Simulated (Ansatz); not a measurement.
# C2H7BrSi: the cost of one run

Method: the settings change from run to run; program: Ansatz 0.2.0, Gaussian basis.

### Step 1. The geometry

The structure was relaxed beforehand with PBE0-D4 in a triple-zeta def2 set.

11 atoms, charge 0, spin multiplicity 1.

Atoms are counted from 1 here; the program's logs count them from 0.

Bond lengths: C1–Si2 1.860 Å, C1–H5 1.092 Å, C1–H6 1.094 Å, C1–H7 1.092 Å, Si2–C3 1.860 Å, Si2–Br4 2.239 Å, Si2–H8 1.485 Å, C3–H9 1.092 Å, C3–H10 1.094 Å, C3–H11 1.092 Å. Angles: Si2–C1–H5 110.7°, Si2–C1–H6 110.1°, Si2–C1–H7 110.9°, H5–C1–H6 108.4°, H5–C1–H7 108.3°, H6–C1–H7 108.3°, C1–Si2–C3 112.7°, C1–Si2–Br4 108.3°, C1–Si2–H8 110.7°, C3–Si2–Br4 108.3°, C3–Si2–H8 110.7°, Br4–Si2–H8 105.9°, Si2–C3–H9 110.7°, Si2–C3–H10 110.1°, Si2–C3–H11 110.9°, H9–C3–H10 108.4°, H9–C3–H11 108.3°, H10–C3–H11 108.3°.

### Step 2. B2PLYP/def2-mTZVP

File in.yaml:

```yaml
crystal:
  periodic: [false, false, false]
  atoms:
    - {symbol: C, position_ang: [-0.902419, 1.293798, -0.144492]}
    - {symbol: Si, position_ang: [-0.423686, -0.503464, -0.117536]}
    - {symbol: C, position_ang: [1.324027, -0.770916, 0.460416]}
    - {symbol: Br, position_ang: [-0.608956, -1.312400, -2.196993]}
    - {symbol: H, position_ang: [-0.230052, 1.863299, -0.789963]}
    - {symbol: H, position_ang: [-0.848224, 1.711892, 0.864990]}
    - {symbol: H, position_ang: [-1.921598, 1.419981, -0.514338]}
    - {symbol: H, position_ang: [-1.375724, -1.287636, 0.710108]}
    - {symbol: H, position_ang: [2.028587, -0.230805, -0.175912]}
    - {symbol: H, position_ang: [1.439293, -0.410179, 1.486761]}
    - {symbol: H, position_ang: [1.584050, -1.830773, 0.437559]}
basis:
  gaussian: {orbitals: def2-mTZVP}
hamiltonian: {xc: {name: B2PLYP}}
output: {forces: true}
```

On the command line:

```bash
$ ansatz run in.yaml --threads 4 --pin off --events-out ev --progress --plain --max-ram 10444MiB
```

Q: Estimate wall time and peak memory on 4 threads of Intel Xeon at 2.60GHz, shared host.

About 3.5 s, with a peak of 0.32 GiB.
